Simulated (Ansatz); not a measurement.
**CH6Cl2O2Si2: a ladder of functionals and wavefunction methods**

The task here is to estimate one member of a computed series from the others.

Method: functionals in def2-TZVPP, the program's frozen cores in correlated methods; program: Ansatz 0.2.0, Gaussian basis.

Levels to be run: PBE-D4, r2SCAN-D4, PBE0-D4, B3LYP-D4, ωB97X-V, ωB97M-V, B2PLYP; CCSD(T)/def2-TZVPP; MP2/def2-QZVPP; extrapolation to the limit.

### Structure used throughout

The geometry comes from an earlier relaxation with PBE0-D4 in a triple-zeta def2 set; it is a stationary point, not always the lowest conformer.

SMILES `O[Si@H](Cl)C[Si@H](O)Cl`, 13 atoms, charge 0, spin multiplicity 1.

Atoms are counted from 1 here; the program's logs count them from 0.

Bond lengths: O1–Si2 1.650 Å, O1–H8 0.959 Å, Si2–Cl3 2.056 Å, Si2–C4 1.843 Å, Si2–H9 1.480 Å, C4–Si5 1.870 Å, C4–H10 1.095 Å, C4–H11 1.097 Å, Si5–O6 1.629 Å, Si5–Cl7 2.057 Å, Si5–H12 1.476 Å, O6–H13 0.965 Å. Angles: Si2–O1–H8 118.6°, O1–Si2–Cl3 109.7°, O1–Si2–C4 105.3°, O1–Si2–H9 110.4°, Cl3–Si2–C4 110.5°, Cl3–Si2–H9 106.0°, C4–Si2–H9 115.0°, Si2–C4–Si5 115.1°, Si2–C4–H10 109.7°, Si2–C4–H11 107.6°, Si5–C4–H10 109.0°, Si5–C4–H11 108.0°, H10–C4–H11 107.2°, C4–Si5–O6 111.0°, C4–Si5–Cl7 108.1°, C4–Si5–H12 112.0°, O6–Si5–Cl7 109.3°, O6–Si5–H12 110.5° and more.

The first run:

File in.yaml:

```yaml
crystal:
  periodic: [false, false, false]
  atoms:
    - {symbol: O, position_ang: [1.242903, -1.071552, 1.092657]}
    - {symbol: Si, position_ang: [1.367141, -0.438837, -0.426650]}
    - {symbol: Cl, position_ang: [2.377450, 1.350013, -0.351647]}
    - {symbol: C, position_ang: [-0.368704, -0.178191, -0.987062]}
    - {symbol: Si, position_ang: [-1.432720, 0.833477, 0.171857]}
    - {symbol: O, position_ang: [-1.126043, 0.454501, 1.726310]}
    - {symbol: Cl, position_ang: [-3.403455, 0.424485, -0.251643]}
    - {symbol: H, position_ang: [2.047491, -1.279010, 1.571408]}
    - {symbol: H, position_ang: [2.175266, -1.328328, -1.290638]}
    - {symbol: H, position_ang: [-0.370263, 0.293127, -1.974947]}
    - {symbol: H, position_ang: [-0.833036, -1.165485, -1.097151]}
    - {symbol: H, position_ang: [-1.265834, 2.283774, -0.048435]}
    - {symbol: H, position_ang: [-0.410206, -0.177982, 1.865951]}
basis:
  gaussian: {orbitals: def2-TZVPP}
hamiltonian: {xc: pbe, dispersion: d4}
output: {forces: true, orbitals: {seedname: orbitals}}
```

Started as:

```
$ ansatz run in.yaml --threads 2 --pin off --events-out ev --progress --plain --max-ram 32768MiB --backend cuda --devices 0, --max-vram 18GiB
```

Among the steps run: PBE-D4 (GGA); r2SCAN-D4 (meta-GGA); PBE0-D4 (hybrid); B3LYP-D4 (hybrid); ωB97X-V (range-separated); ωB97M-V (range-separated); B2PLYP (double hybrid); CCSD(T) in def2-TZVPP; MP2 in def2-QZVPP.

One table of the session follows, with a row left open; its other results are not shown here.

```
            method  atomisation energy (eV)
            PBE-D4                   50.799
         r2SCAN-D4                   50.558
           PBE0-D4                   50.077
          B3LYP-D4                   49.950
           ωB97X-V                   50.575
           ωB97M-V                   50.628
            B2PLYP                   49.548
     HF/def2-TZVPP                   36.920
    MP2/def2-TZVPP                   50.288
   CCSD/def2-TZVPP                   48.228
CCSD(T)/def2-TZVPP                        ?
           MP2/CBS                   51.858
       CCSD(T)/CBS                   50.579
```

Q: Estimate the row for CCSD(T)/def2-TZVPP from the others.

**Answer.** atomisation energy (eV): 49.009. In the column «atomisation energy (eV)» it lies between CCSD/def2-TZVPP (48.228) and B2PLYP (49.548).
